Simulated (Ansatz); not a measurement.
# InF3 (SMILES [F][In]([F])[F]): single points off equilibrium

An exercise on one series of results from a longer session: the logs are not shown, and one member is left open.

The runs use Ansatz 0.2.0, Gaussian basis; single points in def2-TZVPP.

Cores are frozen in the correlated methods. Filled d shells of the heavier atoms are correlated. Core potentials replace the inner electrons past krypton, and spin-orbit coupling is left out.

## Starting geometry

SMILES `[F][In]([F])[F]`, 4 atoms, charge 0, spin multiplicity 1.

Atoms are counted from 1 here; the program's logs count them from 0.

Bond lengths: F1–In2 1.987 Å, In2–F3 1.967 Å, In2–F4 1.959 Å. Angles: F1–In2–F3 125.1°, F1–In2–F4 121.5°, F3–In2–F4 113.1°.

Geometry (Å):

```mol
F3In
  3D, bonds by distance, orders not assigned

  4  3  0  0  0  0  0  0  0  0999 V2000
   -1.4605   -0.3161    1.3707 F   0  0
   -0.0533    0.0292    0.0114 In  0  0
    1.7923   -0.6463    0.0963 F   0  0
   -0.3517    1.2603   -1.4828 F   0  0
  1  2  8  0
  2  3  8  0
  2  4  8  0
M  END
```

The first run:

File run/in.yaml:

```yaml
crystal:
  periodic: [false, false, false]
  atoms:
    - {symbol: F, position_ang: [-1.460500, -0.316100, 1.370700]}
    - {symbol: In, position_ang: [-0.053300, 0.029200, 0.011400]}
    - {symbol: F, position_ang: [1.792300, -0.646300, 0.096300]}
    - {symbol: F, position_ang: [-0.351700, 1.260300, -1.482800]}
basis:
  gaussian: {orbitals: def2-TZVPP}
correlation: {method: ccsd_t}
output: {forces: true}
```

On the command line:

```console
$ ansatz run in.yaml --threads 8 --pin off --events-out ev --progress --plain --max-ram 10444MiB
```

Among the steps run: CCSD(T)/def2-TZVPP; PBE0-D4/def2-TZVPP; wB97M-V/def2-TZVPP; r2SCAN-D4/def2-TZVPP; PBE-D4/def2-TZVPP; r2SCANh-D4/def2-TZVPP; wB97X-V/def2-TZVPP.

One of the session's tables, all rows but one given; the rest of the session is left out.

```
    method  RMS force component (eV/Å)  angle to CCSD(T) forces (°)  dipole (D)
   CCSD(T)                       0.637                    reference        0.65
   PBE0-D4                       0.601                          0.7        0.62
   wB97M-V                       0.601                          1.1        0.63
 r2SCAN-D4                       0.539                          3.0        0.59
    PBE-D4                           ?                            ?           ?
r2SCANh-D4                       0.623                          0.7        0.61
   wB97X-V                       0.621                          0.6        0.63
```

Estimate the missing values for PBE-D4.

As computed: RMS force component (eV/Å): 0.315; angle to CCSD(T) forces (°): 18.1; dipole (D): 0.55. In the column «RMS force component (eV/Å)» it is the lowest.

Caveats from the session: The reference is not at the basis limit: in triple zeta CCSD(T) underbinds, which counts against methods that bind more; the gaps are no ranking.
